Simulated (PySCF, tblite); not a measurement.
# C5H7GeN3S: geometry, infrared bands and NMR shifts

Aim: predict the infrared bands and NMR shifts of C5H7GeN3S (`N#[C][Ge@@H]([NH2])[NH]c1cccs1`).

Programs: tblite 0.8.0 and PySCF 2.14.0, with density-fitted response routines of our own. Each step states its level of theory. These are calculated values for one molecule in the gas phase, unless marked as measured. Atoms count from 0, in the outputs and in this text.

**1. Starting geometry**

17 atoms, charge 0, multiplicity 1; geometry from: force field or distance geometry start.

Bonds of the start (Å): N0–C1 1.17, C1–Ge2 1.90, Ge2–N3 1.86, Ge2–N4 1.86, N4–C5 1.44, C5–C6 1.37, C6–C7 1.36, C7–C8 1.34, C8–S9 1.84, S9–C5 1.90, Ge2–H10 1.54, N3–H11 1.04, N3–H12 1.04, N4–H13 1.05, C6–H14 1.10, C7–H15 1.10, C8–H16 1.10.

**2. Geometry optimisation with GFN2-xTB**

Job settings and geometry (Å):

```
{"job": {"kind": "relax", "xc": "GFN2-xTB", "basis": "xTB"}, "charge": 0, "multiplicity": 1}
N     -4.596000    -1.045800    -0.798900
C     -3.563400    -0.543200    -0.599000
Ge    -1.865400     0.230800    -0.222200
N     -2.016200     1.033600     1.453900
N     -0.568400    -1.101700    -0.222900
C      0.778300    -0.636900    -0.042100
C      1.779000    -0.545400    -0.980300
C      2.964200    -0.052700    -0.536000
C      3.043100     0.291000     0.760000
S      1.447100    -0.009000     1.618200
H     -1.596500     1.352600    -1.243400
H     -2.984200     1.412000     1.519000
H     -1.345700     1.827900     1.548900
H     -0.777500    -2.114700    -0.372800
H      1.595100    -0.857900    -2.018500
H      3.827200     0.055800    -1.213500
H      3.872200     0.715700     1.339500
```

On the command line:

```sh
OMP_NUM_THREADS=1 python probes_run.py task.json out
```

This one command runs all jobs of the session in turn.

**Question.** This job is followed by: GFN2-xTB harmonic vibrations, gas phase; GIAO PBE0/pcSseg-1 NMR shielding, non-relativistic, gas phase. What will the session give for the following? strongest single infrared mode (GFN2-xTB); zero-point energy (GFN2-xTB); 13C shifts against TMS (PBE0/pcSseg-1); 1H shifts against TMS (PBE0/pcSseg-1, means over atoms taken as alike); 15N shifts against NH3 (PBE0/pcSseg-1); 73Ge shifts against GeMe4 (PBE0/pcSseg-1); 33S shifts against CS2 (PBE0/pcSseg-1).

The runs gave:

| quantity | value |
| --- | --- |
| strongest single infrared mode (GFN2-xTB) | 1991 cm⁻¹, 238 km/mol |
| zero-point energy (GFN2-xTB) | 69.1 kcal/mol |
| 13C shifts against TMS (PBE0/pcSseg-1) | 160.1, 132.2, 121.8, 114.8, 106.4 ppm |
| 1H shifts against TMS (PBE0/pcSseg-1, means over atoms taken as alike) | 6.87, 6.09, 6.09, 5.43, 4.09, 1.22 ppm |
| 15N shifts against NH3 (PBE0/pcSseg-1) | 357.1, 88.4, 26.5 ppm |
| 73Ge shifts against GeMe4 (PBE0/pcSseg-1) | -78 ppm |
| 33S shifts against CS2 (PBE0/pcSseg-1) | 167 ppm |

In words: The optimisation took 166 steps and gained 1.066 eV; among the close pairs (by a distance rule), C5–S9 changed most, from 1.897 to 1.735 Å. No mode is imaginary among the 45: a minimum at this level. The strongest single mode, at 1991 cm⁻¹, moves mainly H10. GFN2-xTB is a fitted tight-binding method: band positions and strengths are rough. Its intensities can rank the bands wrongly. At PBE0/pcSseg-1: The widest tensor belongs to N0: span 610 ppm, with a paramagnetic part of -426 ppm. NICS(1)zz of -21 ppm above the planar ring from C5 marks a diatropic (aromatic) ring current. Spin-orbit coupling is left out, which matters for shieldings and couplings at and beside the heavy atoms.
